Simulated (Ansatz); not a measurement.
# AlBClH₄N: small, medium and large basis sets

The task here is to estimate one member of a computed series from the others.

Computed with Ansatz 0.2.0, Gaussian basis. Level: one geometry, several basis sets.

The runs, in order: PBE0-D4/def2-SVP; ωB97M-V/def2-SVP; PBE0-D4/def2-QZVPP; ωB97M-V/def2-QZVPP; the functionals' def2-TZVPP values are taken from earlier runs.

### The relaxed structure

All runs share one geometry, relaxed beforehand with PBE0-D4 in a triple-zeta def2 set.

SMILES `B[NH][AlH][Cl]`, 8 atoms, charge 0, spin multiplicity 1.

Atoms are counted from 1 here; the program's logs count them from 0.

Bond lengths: B1–N2 1.373 Å, B1–H5 1.256 Å, B1–H6 1.191 Å, N2–Al3 1.811 Å, N2–H7 1.005 Å, Al3–Cl4 2.102 Å, Al3–H8 1.568 Å. Angles: N2–B1–H5 111.6°, N2–B1–H6 131.8°, H5–B1–H6 116.6°, B1–N2–Al3 91.5°, B1–N2–H7 124.6°, Al3–N2–H7 143.6°, N2–Al3–Cl4 118.2°, N2–Al3–H8 122.3°, Cl4–Al3–H8 118.6°.

As a file:

```xyz
8
charge 0, multiplicity 1
B     0.0606    1.1683   -0.1576
N     0.3788    0.3098    0.8656
Al   -0.2749   -1.1048   -0.0564
Cl    1.0773   -2.2883   -1.1476
H    -0.5300    0.5732   -1.0926
H     0.2480    2.3355   -0.3026
H     0.8738    0.5734    1.6992
H    -1.7414   -1.6242    0.1363
```

Set-up of the first run:

in.yaml reads:

```yaml
crystal:
  periodic: [false, false, false]
  atoms:
    - {symbol: B, position_ang: [0.060622, 1.168278, -0.157648]}
    - {symbol: N, position_ang: [0.378801, 0.309780, 0.865605]}
    - {symbol: Al, position_ang: [-0.274886, -1.104796, -0.056417]}
    - {symbol: Cl, position_ang: [1.077274, -2.288309, -1.147566]}
    - {symbol: H, position_ang: [-0.530038, 0.573210, -1.092617]}
    - {symbol: H, position_ang: [0.247997, 2.335495, -0.302623]}
    - {symbol: H, position_ang: [0.873803, 0.573422, 1.699161]}
    - {symbol: H, position_ang: [-1.741373, -1.624181, 0.136306]}
basis:
  gaussian: {orbitals: def2-SVP}
hamiltonian: {xc: pbe0, dispersion: d4}
output: {orbitals: {seedname: orbitals}}
```

The run is started by

```
> ansatz run in.yaml --threads 2 --pin off --events-out ev --progress --plain --max-ram 4352MiB
```

Among the steps run: PBE0-D4 in def2-SVP; ωB97M-V in def2-SVP; PBE0-D4 in def2-QZVPP; ωB97M-V in def2-QZVPP.

One of the session's tables, all rows but one given; the rest of the session is left out.

It belongs to the step «Density functionals: the series». 

| functional | basis | HOMO (eV) |
| --- | --- | --- |
| PBE0-D4 | def2-SVP | ? |
| PBE0-D4 | def2-TZVPP | -8.74 |
| PBE0-D4 | def2-QZVPP | -8.76 |
| ωB97M-V | def2-SVP | -10.81 |
| ωB97M-V | def2-TZVPP | -10.98 |
| ωB97M-V | def2-QZVPP | -11.01 |

Q: Estimate the row for PBE0-D4, def2-SVP from the others.

As computed: HOMO (eV): -8.62. In the column «HOMO (eV)» it is the highest.
